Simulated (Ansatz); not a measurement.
# C2H2FIO: small, medium and large basis sets

The task here is to estimate one member of a computed series from the others.

Program: Ansatz 0.2.0, Gaussian basis. Level of theory: one geometry, several basis sets. These are calculated values, not measurements.

Plan: PBE0-D4/def2-SVP; ωB97M-V/def2-SVP; PBE0-D4/def2-QZVPP; ωB97M-V/def2-QZVPP; the functionals' def2-TZVPP values are taken from earlier runs.

## Structure used throughout

All runs share one geometry, relaxed beforehand with PBE0-D4 in a triple-zeta def2 set. I takes the def2 core potential; no spin-orbit term is included.

7 atoms, charge 0, spin multiplicity 1.

Atoms are counted from 1 here; the program's logs count them from 0.

Bond lengths: O1–C2 1.342 Å, O1–H6 0.968 Å, C2–C3 1.327 Å, C2–H7 1.084 Å, C3–F4 1.332 Å, C3–I5 2.071 Å. Angles: C2–O1–H6 109.2°, O1–C2–C3 126.7°, O1–C2–H7 113.8°, C3–C2–H7 119.5°, C2–C3–F4 121.5°, C2–C3–I5 123.3°, F4–C3–I5 115.1°.

Set-up of the first run:

Contents of in.yaml:

```yaml
crystal:
  periodic: [false, false, false]
  atoms:
    - {symbol: O, position_ang: [1.030006, 1.156392, 0.253271]}
    - {symbol: C, position_ang: [0.708723, -0.121254, -0.003939]}
    - {symbol: C, position_ang: [-0.513904, -0.619095, -0.141988]}
    - {symbol: F, position_ang: [-0.715522, -1.911083, -0.397798]}
    - {symbol: I, position_ang: [-2.233373, 0.524352, 0.019093]}
    - {symbol: H, position_ang: [0.219091, 1.680001, 0.326410]}
    - {symbol: H, position_ang: [1.566178, -0.777312, -0.100849]}
basis:
  gaussian: {orbitals: def2-SVP}
hamiltonian: {xc: pbe0, dispersion: d4}
output: {orbitals: {seedname: orbitals}}
```

Steps of the session up to this table: PBE0-D4 in def2-SVP; ωB97M-V in def2-SVP; PBE0-D4 in def2-QZVPP; ωB97M-V in def2-QZVPP.

One table of the session follows, with a row left open; its other results are not shown here.

It belongs to the step «Functionals by basis». 

| functional | basis | HOMO (eV) |
| --- | --- | --- |
| PBE0-D4 | def2-SVP | -6.60 |
| PBE0-D4 | def2-TZVPP | -6.70 |
| PBE0-D4 | def2-QZVPP | ? |
| ωB97M-V | def2-SVP | -8.74 |
| ωB97M-V | def2-TZVPP | -8.86 |
| ωB97M-V | def2-QZVPP | -8.89 |

Q: Estimate the row for PBE0-D4, def2-QZVPP from the others.

The run gave: HOMO (eV): -6.73. In the column «HOMO (eV)» it lies between ωB97M-V, def2-SVP (-8.74) and PBE0-D4, def2-TZVPP (-6.70).
